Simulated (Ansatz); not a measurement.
This was printed by a script on the Ansatz DFT code, driven from Python, for a single point in a Gaussian basis of CH2F4Sn, SMILES [F][SnH2][C](F)(F)F. What did the script look like? Level of theory: r2SCAN, def2-SVP basis, multiplicity 1, D4 dispersion.

`ch2f4sn.xyz`
```text
8

F    -1.63530   -1.81070    0.38100
Sn    0.08880   -1.00900    0.16300
C    -0.10340    1.10310   -0.20460
F    -0.72730    1.32980   -1.34630
F     1.19400    1.63540   -0.35460
F    -0.70770    1.71600    0.87770
H     0.92610   -1.76000   -1.18940
H     1.05700   -1.26180    1.61760
```

Output of `python ch2f4sn_energy.py --basis def2-SVP --vdw d4`:
```text
run: converged              True
run: free_energy_ev         -17755.892875523183
run: reference_energy_ev    -17755.854901317165
run: n_frozen               0
run: n_occupied             [33, 33]
run: n_virtual              [73, 73]
<S^2> = 0.0  all-electron relativity setting: none
passes: {'evaluations': 16, 'products': 12}
occupied orbitals by irrep: [{'A': 33}, {'A': 33}]
```

One script that gives this output:

`ch2f4sn_energy.py`
```python
"""Single point of CH2F4Sn."""

import argparse
import logging
import sys

import ansatz as az

logging.basicConfig(stream=sys.stdout, format="%(name)s: %(message)s")
log = logging.getLogger("run")
log.setLevel(logging.INFO)

parser = argparse.ArgumentParser(description="Single point of CH2F4Sn.")
parser.add_argument("--basis", required=True, help="basis")
parser.add_argument("--xc", default="r2SCAN", help="exchange-correlation functional")
parser.add_argument("--vdw", required=True, help="dispersion correction")
args = parser.parse_args()

molecule = az.Crystal.molecule_from_extxyz("ch2f4sn.xyz")

calc = (
    molecule.calculation()
    .basis(gaussian=args.basis)
    .functional(args.xc, dispersion=args.vdw)
    .scf(lower_state_search="light")
)
res = calc.run(threads=1)
data = res.report

for key in ("converged", "free_energy_ev", "reference_energy_ev", "n_frozen", "n_occupied", "n_virtual"):
    log.info(f"{key:22s} {data[key]}")

field = data["mean_field"]
print("<S^2> =", round(abs(field["state"]["spin_squared"]), 4), " all-electron relativity setting:", field["relativity"])
print("passes:", field["passes"])
if "symmetry" in field:
    print("occupied orbitals by irrep:", field["symmetry"]["occupied"])
```

Notes:
- These settings explore the input space; basis and method may be short of convergence.
- The geometry is a force-field or estimated start, not a minimum of this method, and the basis set is short of its limit.
- Total less reference energy is the dispersion correction.
- The whole script took 7.7 s on 1 thread of Arm Neoverse V1, with other jobs on the host, peak memory 0.22 GiB.

(A comment or docstring line of the script was reworded after the run, the code is as it ran.)
